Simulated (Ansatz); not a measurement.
Geometry optimisation, Ansatz, DFT PBEsol, scalar-relativistic, plane waves, PAW.

input.yaml

```yaml
crystal:
  lattice:
    - [0.0, 5.43, 5.43]
    - [5.43, 0.0, 5.43]
    - [5.43, 5.43, 0.0]
  atoms:
    - { symbol: Si, position: [0.0, 0.0, 0.0] }
    - { symbol: Si, position: [0.125, 0.125, 0.125] }
    - { symbol: Si, position: [0.0, 0.0, 0.5] }
    - { symbol: Si, position: [0.125, 0.125, 0.625] }
    - { symbol: Si, position: [0.0, 0.5, 0.0] }
    - { symbol: Si, position: [0.125, 0.625, 0.125] }
    - { symbol: Si, position: [0.0, 0.5, 0.5] }
    - { symbol: Si, position: [0.125, 0.625, 0.625] }
    - { symbol: Si, position: [0.5, 0.0, 0.0] }
    - { symbol: Si, position: [0.625, 0.125, 0.125] }
    - { symbol: Si, position: [0.5, 0.0, 0.5] }
    - { symbol: Si, position: [0.625, 0.125, 0.625] }
    - { symbol: Si, position: [0.5, 0.5, 0.0] }
    - { symbol: Si, position: [0.625, 0.625, 0.125] }
    - { symbol: Si, position: [0.5, 0.5, 0.5] }
    - { symbol: Si, position: [0.625, 0.625, 0.625] }
    - { symbol: Ti, position: [0.57744598, 0.31180914, 0.29557329] }
basis:
  ecutwfc: 420.0
kpoints:
  mp_grid: { grid: [2, 2, 2] }
hamiltonian:
  xc: pbesol
  pseudopotentials: { kind: paw, azcp: { folder: soft_1 } }
scf:
  occupations: { method: gaussian, width: 0.05 }
  lower_state_search: "off"
relax:
  f_tol: 0.03
  max_steps: 60
  adjacent_minimum: "off"
```

Launched with:

```bash
$ ansatz run input.yaml --threads 1 --pin off --max-ram 3072MiB --backend cpu --events-out ev --progress --plain --runs-dir out
```

Problem. Where does it end, and by what steps?

Solution. The forces met the threshold. Limits of this set-up: coarse k mesh, PAW files made for another functional. After 9 steps the energy has fallen by 3.300 eV; Ti17 moved furthest, 1.02 Å.

```tsv
step	energy less start (eV)	largest force component (eV/Å)	accepted
0	0.0000	3.741	yes
1	-1.2569	1.372	yes
2	-1.5637	0.588	yes
3	-1.8717	1.015	yes
4	-2.2868	1.088	yes
5	-2.6857	0.753	yes
6	-3.0671	0.515	yes
7	-3.2876	0.109	yes
8	-3.2997	0.037	yes
9	-3.3002	0.008	yes
```

```xyz
17
Lattice="0.0000 5.4300 5.4300 5.4300 0.0000 5.4300 5.4300 5.4300 0.0000" Properties=species:S:1:pos:R:3
Si 0.002 -0.042 -0.039
Si 1.353 1.357 1.362
Si 2.752 2.707 -0.038
Si 4.122 4.018 1.338
Si 2.753 -0.043 2.712
Si 4.122 1.335 4.022
Si 5.461 2.680 2.683
Si 6.806 4.018 4.022
Si 0.037 2.667 2.676
Si 1.346 3.988 3.992
Si 2.746 5.391 2.647
Si 4.150 6.789 3.994
Si 2.747 2.644 5.397
Si 4.152 3.988 6.798
Si 5.497 5.391 5.398
Si 6.802 6.768 6.772
Ti 2.751 5.386 5.393
```

Whether the end is a true minimum wasn't checked by a vibrational analysis.

Run time: 55 s on 1 thread of Arm Neoverse V2 (shared host), peak memory 0.54 GiB.
